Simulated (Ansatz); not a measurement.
# C2H7FSn: how energies converge with the basis set

The task here is to estimate one member of a computed series from the others.

Computed with Ansatz 0.2.0, Gaussian basis. Level: one geometry, several basis sets.

Levels to be run: PBE0-D4/def2-SVP; ωB97M-V/def2-SVP; PBE0-D4/def2-QZVPP; ωB97M-V/def2-QZVPP; the functionals' def2-TZVPP values are taken from earlier runs.

## The relaxed structure

All runs share one geometry, relaxed beforehand with PBE0-D4 in a triple-zeta def2 set. Sn takes the def2 core potential; no spin-orbit term is included.

SMILES `C[CH2][SnH2][F]`, 11 atoms, charge 0, spin multiplicity 1.

Atoms are counted from 1 here; the program's logs count them from 0.

Bond lengths: C1–C2 1.522 Å, C1–H5 1.093 Å, C1–H6 1.094 Å, C1–H7 1.092 Å, C2–Sn3 2.136 Å, C2–H8 1.093 Å, C2–H9 1.093 Å, Sn3–F4 1.935 Å, Sn3–H10 1.708 Å, Sn3–H11 1.707 Å. Angles: C2–C1–H5 111.8°, C2–C1–H6 111.0°, C2–C1–H7 111.4°, H5–C1–H6 107.3°, H5–C1–H7 107.5°, H6–C1–H7 107.6°, C1–C2–Sn3 112.3°, C1–C2–H8 111.6°, C1–C2–H9 111.3°, Sn3–C2–H8 107.9°, Sn3–C2–H9 106.5°, H8–C2–H9 106.9°, C2–Sn3–F4 103.2°, C2–Sn3–H10 114.5°, C2–Sn3–H11 116.1°, F4–Sn3–H10 103.9°, F4–Sn3–H11 104.4°, H10–Sn3–H11 112.8°.

Coordinates:

```xyz
11

C    -0.62734    1.32452    0.23119
C    -0.28487   -0.04864    0.79244
Sn    0.86974   -1.21730   -0.57308
F    -0.20675   -1.20710   -2.18070
H     0.26954    1.91949    0.04059
H    -1.25064    1.88962    0.93006
H    -1.17456    1.24552   -0.71048
H     0.27712    0.02814    1.72729
H    -1.18713   -0.62517    1.00981
H     2.33973   -0.49407   -1.05782
H     1.04066   -2.87192   -0.18870
```

The first run:

in.yaml

```yaml
crystal:
  periodic: [false, false, false]
  atoms:
    - {symbol: C, position_ang: [-0.627339, 1.324518, 0.231194]}
    - {symbol: C, position_ang: [-0.284869, -0.048643, 0.792444]}
    - {symbol: Sn, position_ang: [0.869743, -1.217299, -0.573085]}
    - {symbol: F, position_ang: [-0.206745, -1.207096, -2.180697]}
    - {symbol: H, position_ang: [0.269537, 1.919495, 0.040589]}
    - {symbol: H, position_ang: [-1.250644, 1.889620, 0.930058]}
    - {symbol: H, position_ang: [-1.174557, 1.245524, -0.710483]}
    - {symbol: H, position_ang: [0.277122, 0.028141, 1.727293]}
    - {symbol: H, position_ang: [-1.187134, -0.625168, 1.009805]}
    - {symbol: H, position_ang: [2.339729, -0.494072, -1.057817]}
    - {symbol: H, position_ang: [1.040656, -2.871921, -0.188703]}
basis:
  gaussian: {orbitals: def2-SVP}
hamiltonian: {xc: pbe0, dispersion: d4}
output: {orbitals: {seedname: orbitals}}
```

Among the steps run: PBE0-D4 in def2-SVP; ωB97M-V in def2-SVP; PBE0-D4 in def2-QZVPP; ωB97M-V in def2-QZVPP.

One table of the session follows, with a row left open; its other results are not shown here.

It belongs to the step «Functionals by basis». 

```
functional       basis  HOMO (eV)  LUMO (eV)
   PBE0-D4    def2-SVP      -8.09      -0.05
   PBE0-D4  def2-TZVPP      -8.14      -0.41
   PBE0-D4  def2-QZVPP          ?          ?
   ωB97M-V    def2-SVP     -10.23       1.67
   ωB97M-V  def2-TZVPP     -10.31       1.05
   ωB97M-V  def2-QZVPP     -10.32       0.77
```

**Question.** Estimate the row for PBE0-D4, def2-QZVPP.

As computed: HOMO (eV): -8.15; LUMO (eV): -0.50. In the column «HOMO (eV)» it lies between ωB97M-V, def2-SVP (-10.23) and PBE0-D4, def2-TZVPP (-8.14).
